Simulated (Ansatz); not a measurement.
# TiHO (sextet): from Hartree-Fock to the top rungs, def2-QZVPP

The task here is to estimate one member of a computed series from the others.

Method: def2-QZVPP, core rule «outside noble gas», up to 10 orbitals frozen; program: Ansatz 0.2.0, Gaussian basis.

The runs, in order: UHF; ROHF; CCSD(T) on UHF.

### The system

The geometry is a PBE0/def2-TZVP stationary point (not a proven minimum) of the parent state, kept for this charge and spin.

3 atoms, charge 0, spin multiplicity 6.

Atoms are counted from 1 here; the program's logs count them from 0.

Bond lengths: Ti1–O2 1.702 Å, Ti1–H3 1.852 Å. Angles: O2–Ti1–H3 180.0°.

Set-up of the first run:

in.yaml reads:

```yaml
crystal:
  periodic: [false, false, false]
  atoms:
    - {symbol: Ti, position_ang: [0.000000, 0.000000, -0.050233]}
    - {symbol: O, position_ang: [0.000000, 0.000000, -1.751733]}
    - {symbol: H, position_ang: [0.000000, 0.000000, 1.801967]}
basis:
  gaussian: {orbitals: "def2-QZVPP.json"}
magnetization: {spin_polarized: true, initial_magnetization: 5}
hamiltonian: {xc: hf}
output: {orbitals: {seedname: orbitals}}
```

Command:

```
$ ansatz run in.yaml --threads 1 --pin off --events-out ev --progress --plain --max-ram 4096MiB --backend cpu
```

Steps of the session up to this table: UHF; ROHF; CCSD(T) on UHF.

One of the session's tables, all rows but one given; the rest of the session is left out.

| method | from UCCSD(T) (kcal/mol) |
| --- | --- |
| ROHF | +192.04 |
| UHF | +186.73 |
| UMP2 | ? |
| UCCSD | +7.89 |
| UCCSD(T) | 0 |

Q: Estimate the row for UMP2 from the others.

The run gave: from UCCSD(T) (kcal/mol): +19.51. In the column «from UCCSD(T) (kcal/mol)» it lies between UCCSD (+7.89) and UHF (+186.73).
